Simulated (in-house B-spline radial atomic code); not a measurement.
**Hg⁵⁰⁺: Hartree-Fock with and without relativity**

How do the shells of Hg⁵⁰⁺ move when the Schrödinger Hamiltonian gives way to Dirac's?

Method: Hartree-Fock averaged over the configuration, non-relativistic (point nucleus) and Dirac-Coulomb (finite nucleus); spherical all-electron atom at the radial basis limit. Code: in-house B-spline radial atomic code version 1.

### 1 The system

```
element       : mercury (Z = 80)
charge        : +50
electrons     : 30
configuration : [Ar] 3d10 4s2
nucleus       : point (non-relativistic run); Fermi, rms radius 5.465 fm (Dirac runs)
```

The outer shells:

[Ar] 3d10 4s2
```
[Ar] core
3d [↑↓][↑↓][↑↓][↑↓][↑↓]
4s [↑↓]
```

### 2 Non-relativistic run

Settings of the run:

```ini
Z = 80
electrons = 30.0
configuration = [Ar] 3d10 4s2
hamiltonian = nr
method = hf
spin_polarised = False
```

### 3 Dirac-Coulomb run

Settings of the run:

```ini
Z = 80
electrons = 30.0
configuration = [Ar] 3d10 4s2
hamiltonian = dirac
method = hf
spin_polarised = False
nucleus = fermi
rms_radius = 5.4648
mass_number = 202
atomic_mass = 201.970643604
speed_of_light = 137.035999084
```

**Question.** How much does each shell's level and mean radius change with the Dirac Hamiltonian, and the total energy?

As calculated:

Levels and radii; the Dirac values are averaged over j with the occupations as weights.

| shell | ε non-rel. (eV) | ε Dirac (eV) | <r> non-rel. (bohr) | <r> Dirac (bohr) | change of <r> (%) |
| --- | --- | --- | --- | --- | --- |
| 1s | -78300.6 | -86388.0 | 0.01892 | 0.01659 | -12.32 |
| 2s | -15447.1 | -17654.1 | 0.07942 | 0.06906 | -13.04 |
| 2p | -14951.7 | -15720.7 | 0.06718 | 0.06259 | -6.83 |
| 3s | -5568.01 | -6163.58 | 0.1955 | 0.1763 | -9.80 |
| 3p | -5337.25 | -5580.42 | 0.1862 | 0.1765 | -5.18 |
| 3d | -4928.25 | -4934.53 | 0.1622 | 0.1601 | -1.28 |
| 4s | -2771.37 | -2986.24 | 0.3798 | 0.3513 | -7.51 |

What this shows: The Dirac run lies -1221.69 hartree (-7.4 %) from the non-relativistic one; the finite nucleus has a part in that. First-order perturbation theory (mass-velocity plus Darwin) gives -1005.18 hartree, which is 82 % of the full shift. The strongest contraction, averaged over j, is that of 2s (-13.04 %). Spin-orbit coupling splits the 3d level by 98.622 eV and the 2p level by 1959.64 eV. Breit terms add 21.0 hartree and QED terms 15.3 hartree.
